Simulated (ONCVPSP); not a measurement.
# Pseudopotential generation for titanium: ONCV, PBE

Do these settings give a usable potential? It is generated, then checked for transferability, scattering, ghosts and hardness.

Method: ONCVPSP 4.0.1, PBE, scalar-relativistic.

### Step 1. Starting point

Typed settings, in words:

| Item | Value |
| --- | --- |
| element | titanium (Ti, Z = 22) |
| type | optimised norm-conserving Vanderbilt (ONCV) |
| frozen core | [Ne] |
| valence charge | 12 |
| reference configuration | 3s2 3p6 3d2 4s2 |
| partial waves | 3s+4s: rc 1.55 bohr, ncon 4, nbas 8, qcut 7.1 1/bohr, 2 projectors; 3p: rc 1.15 bohr, ncon 4, nbas 9, qcut 6.9 1/bohr, 2 projectors, debl 1.8 Ha; 3d: rc 1.60 bohr, ncon 3, nbas 8, qcut 8.5 1/bohr, 2 projectors, debl 1.8 Ha |
| local potential | polynomial inside 1.00 bohr (lpopt 4, dvloc0 6 Ha) |
| core correction | Teter function, fcfact 3.5, rcfact 1.7 |

The nodes and maxima of the atom's own shells, from an earlier all-electron run, set the scale for the radii.

All-electron outer shells of the reference configuration (PBE, scalar-relativistic, ld1.x):

```csv
shell,level (eV),outermost node (bohr),outermost maximum (bohr)
2p,-444.26,–,0.22
3s,-62.63,0.40,0.87
3p,-38.86,0.37,0.90
4s,-4.47,1.24,2.92
3d,-4.26,–,0.98
4p,-1.47,1.39,3.80
```

### Step 2. Generation

Ti.dat reads:

```
# ATOM AND REFERENCE CONFIGURATION
# atsym  z   nc   nv     iexc    psfile
  Ti 22.00    3    4        4      upf
#
#   n    l    f
    1    0    2.00
    2    0    2.00
    2    1    6.00
    3    0    2.00
    3    1    6.00
    3    2    2.00
    4    0    2.00
#
# PSEUDOPOTENTIAL AND OPTIMIZATION
# lmax
    2
#
#   l,   rc,      ep,       ncon, nbas, qcut
    0    1.55    0.00    4    8    7.10
    1    1.15    0.00    4    9    6.90
    2    1.60    0.00    3    8    8.50
#
# LOCAL POTENTIAL
# lloc, lpopt,  rc(5),   dvloc0
    4    4    1.00    6.00
#
# VANDERBILT-KLEINMAN-BYLANDER PROJECTORs
# l, nproj, debl
    0    2    3.30
    1    2    1.80
    2    2    1.80
#
# MODEL CORE CHARGE
# icmod, fcfact, rcfact
    3    3.50    1.70
#
# LOG DERIVATIVE ANALYSIS
# epsh1, epsh2, depsh
   -4.00    5.00    0.02
#
# OUTPUT GRID
# rlmax, drl
    6.00    0.01
#
# TEST CONFIGURATIONS
# ncnf
    4
# nvcnf
#   n    l    f
    4
    3    0    2.00
    3    1    6.00
    3    2    2.00
    4    0    1.00
#
    4
    3    0    2.00
    3    1    6.00
    3    2    2.00
    4    0    0.00
#
    4
    3    0    2.00
    3    1    6.00
    3    2    1.00
    4    0    0.00
#
    5
    3    0    2.00
    3    1    6.00
    3    2    1.00
    4    0    2.00
    4    1    1.00
#
```

Launch:

```sh
oncvpsp.x < Ti.dat > Ti.out
```

Before running it: what results should come out? Wanted: cutoffs for 1 and 0.1 mHa per electron, occupied waves; bound ghosts; GHOST(+) flags; largest test error; largest phase difference near zero energy, channels read; rms error of d²Exc/dn², without and with the model core.

As calculated:

| quantity | value |
| --- | --- |
| cutoffs for 1 and 0.1 mHa per electron, occupied waves | 29 Ha and 50 Ha |
| bound ghosts | none found |
| GHOST(+) flags | none at low energy |
| largest test error (AE − PS) | +39 meV, for 3s2 3p6 3d1 4s2 4p1 |
| largest phase difference near zero energy, channels read | 0.000 rad |
| rms error of d²Exc/dn², without and with the model core | 1.60 and 2.31 mHa |

In words: The worst unpolarised test, 3s2 3p6 3d1 4s2 4p1, is off by 39 meV on 4.7 eV; by total energies transferability rates as fair. It counts as of middling hardness, with 29 Ha needed at the looser tolerance. At the looser tolerance the 3d wave is the slowest; 3p needs 19 Ha. It is free of bound ghosts as far as tested. Near zero energy the phases of the channels with partial waves agree within 0.001 rad. All of this concerns the isolated atom, not yet a solid.
